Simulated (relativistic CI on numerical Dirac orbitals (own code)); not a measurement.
# Co: the cost of one run

Method: charge-transfer multiplet model of a cubic metal-ligand cluster with up to 3 ligand holes, Slater and spin-orbit integrals from Dirac-Coulomb-Breit ions, Slater integrals scaled by 0.9. Code: relativistic CI on numerical Dirac orbitals (own code) version 3.

**1. The system**

```
ion                  : Co³⁺ (Co IV)
nuclear charge       : 27
electrons            : 24
d electrons          : 6
ligand holes at most : 3
parameters           : in eV; Veg, Vt2g hoppings, tenDq and tenDqL metal and ligand splittings (negative tenDq: tetrahedral), red the scaling of hopping with a core hole
temperature          : 300 K
widths               : Lorentz 0.6 eV, Gauss 0.8 eV
```

**2. Delta = 4.5 eV**

Settings of the run:

```ini
cluster ion=Co3+ d6 ligand_holes=3 slater_scale=0.9
Delta=4.5 Udd=7.3 Upd=8.6 tenDq=1.1 tenDqL=0.2 Veg=2.15 Vt2g=-1.18 red=1
spectrum xps 2p T=300 lorentz=0.6 gauss=0.8
```

Launch:

```console
> python run_levels.py task.json out
```

task.json lists these runs, among others, and the program works through them in turn.

**Question.** How long does this run take on 1 thread of Intel Xeon 6975P-C, shared host, and how much memory does it need?

About 15 s, with a peak of 0.29 GiB.
